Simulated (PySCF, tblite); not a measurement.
# C4H6FOP: geometry, infrared bands and NMR shifts

Aim: predict the infrared bands and NMR shifts of C4H6FOP (`CC1=C(F)[P@@]1(C)=O`).

Programs: tblite 0.8.0 and PySCF 2.14.0, with density-fitted response routines of our own. Each step states its level of theory. These are calculated values for one molecule in the gas phase, unless marked as measured. Atoms are numbered from 0 throughout.

## (1) Starting geometry

13 atoms, charge 0, multiplicity 1; geometry from: force field or distance geometry start.

Bonds of the start (Å): C0–C1 1.46, C1–C2 1.32, C2–F3 1.36, C2–P4 1.70, P4–C5 1.77, P4–O6 1.49, P4–C1 1.74, C0–H7 1.10, C0–H8 1.10, C0–H9 1.10, C5–H10 1.09, C5–H11 1.09, C5–H12 1.10.

## (2) Geometry optimisation with GFN2-xTB

What the job is given:

```
{"job": {"kind": "relax", "xc": "GFN2-xTB", "basis": "xTB"}, "charge": 0, "multiplicity": 1}
C     -1.939600    -0.116800    -0.171500
C     -0.518100    -0.077300    -0.490100
C      0.167600     0.809000    -1.187900
F     -0.460600     1.861500    -1.774600
P      0.818000     0.624800     0.373500
C      1.905200    -0.776100     0.430300
O      0.537500     1.306700     1.670100
H     -2.098300    -0.116300     0.916600
H     -2.474400     0.746000    -0.582600
H     -2.405000    -1.021400    -0.579500
H      1.415500    -1.645500     0.880400
H      2.269200    -1.061600    -0.558400
H      2.778700    -0.532600     1.056000
```

Run with:

```sh
$ OMP_NUM_THREADS=1 python probes_run.py task.json out
```

The driver reads the jobs from task.json and runs them one after another.

**Question.** This job is followed by: GFN2-xTB harmonic vibrations, gas phase; GIAO PBE0/pcSseg-1 NMR shielding, non-relativistic, gas phase. Predict these results of the whole session: strongest single infrared mode (GFN2-xTB); zero-point energy (GFN2-xTB); 13C shifts against TMS (PBE0/pcSseg-1); 1H shifts against TMS (PBE0/pcSseg-1, means over atoms taken as alike); 19F shifts against CFCl3 (PBE0/pcSseg-1); 31P shifts against H3PO4 (PBE0/pcSseg-1); 17O shifts against H2O (PBE0/pcSseg-1); surface potential, 1st and 99th percentile.

As calculated:

| quantity | value |
| --- | --- |
| strongest single infrared mode (GFN2-xTB) | 1299 cm⁻¹, 217 km/mol |
| zero-point energy (GFN2-xTB) | 56.9 kcal/mol |
| 13C shifts against TMS (PBE0/pcSseg-1) | 188.5, 149.0, 22.3, 11.7 ppm |
| 1H shifts against TMS (PBE0/pcSseg-1, means over atoms taken as alike) | 2.21, 1.83 ppm |
| 19F shifts against CFCl3 (PBE0/pcSseg-1) | -84.3 ppm |
| 31P shifts against H3PO4 (PBE0/pcSseg-1) | -59.5 ppm |
| 17O shifts against H2O (PBE0/pcSseg-1) | 156.5 ppm |
| surface potential, 1st and 99th percentile | -2.12 V and 1.24 V |

What this shows: The optimisation took 93 steps and gained 1.604 eV; among the close pairs (by a distance rule), C2–P4 changed most, from 1.701 to 1.799 Å. All 33 modes are real, so the xTB geometry is a minimum. The strongest single mode, at 1299 cm⁻¹, is spread over many atoms; the largest shares are those of O6, P4. GFN2-xTB is a fitted tight-binding method: band positions and strengths are rough. Its intensities can rank the bands wrongly. H7, H8, H9 (mean) (hydrogen on an allylic methyl carbon) lies farthest downfield among hydrogen, at 2.21 ppm; allylic position. At PBE0/pcSseg-1: Shielding is most anisotropic at P4 (span 429 ppm, paramagnetic term -586 ppm).
